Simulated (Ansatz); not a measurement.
**SbC3N3: relaxing cell and atoms**

Aim: in SbC3N3, a known structure type filled with other elements, at an estimated volume, relax cell and atoms, then read levels, charges and fields where it ends.

Method: DFT, r2SCAN, no spin polarisation, plane waves, PAW, in Ansatz 0.2.0.

## (1) The cell

The structure is monoclinic, space group C2 (No. 5). Conventional cell: a = 9.629 Å, b = 7.230 Å, c = 9.346 Å, α = 90.00°, β = 101.20°, γ = 90.00°. Around Sb (site symmetry 1) lie 3 C at 1.92 to 2.05 Å. C (site symmetry 1) is surrounded by 1 N at 1.25 Å. N (site symmetry 1) has 1 C at 1.20 Å as nearest neighbours. C (site symmetry 1) is surrounded by 1 N at 1.19 Å. N (site symmetry 1) is surrounded by 1 C at 1.19 Å. N (site symmetry 1) is surrounded by 1 C at 1.25 Å. Only part of the 7 independent sites is listed.

As a file:

```
CELL_PARAMETERS angstrom
4.81450 3.61480 0.00000
4.81450 -3.61480 0.00000
1.81533 0.00000 -9.16810
ATOMIC_POSITIONS crystal
Sb 0.29040 0.29040 0.73840
Sb 0.70960 0.70960 0.26160
C 0.43900 0.01900 0.63800
C 0.98100 0.56100 0.36200
N 0.37900 0.98700 0.05100
N 0.01300 0.62100 0.94900
C 0.99000 0.23600 0.74500
C 0.76400 0.01000 0.25500
N 0.79500 0.22100 0.75500
N 0.77900 0.20500 0.24500
N 0.51500 0.86100 0.55700
N 0.13900 0.48500 0.44300
C 0.34800 0.07800 0.93000
C 0.92200 0.65200 0.07000
```

The first density is read from a saved solution for the starting cell.

## (2) The walk to rest

input.yaml reads:

```yaml
crystal:
  lattice:
    - [4.814497, 3.614802, 0.0]
    - [4.814497, -3.614802, 0.0]
    - [1.815333, 0.0, -9.168101]
  atoms:
    - { symbol: Sb, position: [0.2904, 0.2904, 0.7384] }
    - { symbol: Sb, position: [0.7096, 0.7096, 0.2616] }
    - { symbol: C, position: [0.439, 0.019, 0.638] }
    - { symbol: C, position: [0.981, 0.561, 0.362] }
    - { symbol: "N", position: [0.379, 0.987, 0.051] }
    - { symbol: "N", position: [0.013, 0.621, 0.949] }
    - { symbol: C, position: [0.99, 0.236, 0.745] }
    - { symbol: C, position: [0.764, 0.01, 0.255] }
    - { symbol: "N", position: [0.795, 0.221, 0.755] }
    - { symbol: "N", position: [0.779, 0.205, 0.245] }
    - { symbol: "N", position: [0.515, 0.861, 0.557] }
    - { symbol: "N", position: [0.139, 0.485, 0.443] }
    - { symbol: C, position: [0.348, 0.078, 0.93] }
    - { symbol: C, position: [0.922, 0.652, 0.07] }
  symmetry: { tolerance: 0.0003 }
kpoints:
  mp_grid: { grid: [4, 4, 2], shift: [0, 0, 0] }
magnetization:
  spin_polarized: false
scf:
  occupations: { method: fermi_dirac }
  lower_state_search: "off"
hamiltonian:
  pseudopotentials: { kind: paw }
  xc: r2scan
basis:
  ecutwfc: 500
  fft_grid_basis: typed
relax:
  max_steps: 40
  cell: { p_target: 0.0 }
  f_tol: 0.03
output:
  forces: true
  stress: true
  eigenvalues: true
  populations: true
  elf: true
  write_potential: true
  volumetric_format: npy
  dos:
    e_range: [-12, 8]
    de: 0.05
    projected: { site_lists: { C: [C], "N": ["N"], Sb: [Sb] } }
  bader: false
checkpoint:
  read: saved_state
```

On the command line:

```
$ ansatz run input.yaml --threads 2 --pin off --max-ram 3584MiB --backend cpu --events-out ev --progress --plain --runs-dir out
```

Q: Predict the outcome of this session. Wanted: moves; energy gained; largest move; cell; volume; pressure at the end; gap; least direct gap.

The runs gave:

| quantity | value |
| --- | --- |
| moves | 13 |
| energy gained | 262.9 meV/atom |
| largest move | 0.43 Å (N) |
| space group (0.01 Å), before / after | C2 / C2 |
| cell | a = 5.871 Å, b = 5.871 Å, c = 9.261 Å, α = 85.46°, β = 85.46°, γ = 73.37° |
| volume | 21.74 Å³/atom (-4.6 %) |
| pressure at the end | 0.02 GPa |
| formation energy (elements from separate runs) | 0.63 eV/atom |
| gap (mesh) | 4.62 eV, indirect |
| least direct gap | 4.63 eV |

**Reading.** The volume shrank by 4.6 %, and the largest move of an atom is 0.43 Å apart from the change of the cell; the energy fell by 262.9 meV per atom. It is gapped: 4.62 eV, with the least direct gap at 4.63 eV; within 0.7 eV of the edges the states project mainly on Sb p (25 %), Sb s (25 %) and N p (24 %) below and C p (32 %), Sb p (25 %) and N p (24 %) above. Spin-orbit coupling is left out, and with elements this heavy it can move the gap by tenths of an eV. Set against separate runs on the elements (Sb A7 rhombohedral, C graphite, N2 molecule), it forms at 0.63 eV per atom, so at this geometry it is not bound against them.

The gaps are Kohn-Sham values of a semilocal functional, not quasiparticle or optical gaps. Such gaps usually fall short of the measured ones; spin-orbit coupling, left out here, narrows gaps with Sb, so the two errors partly cancel.
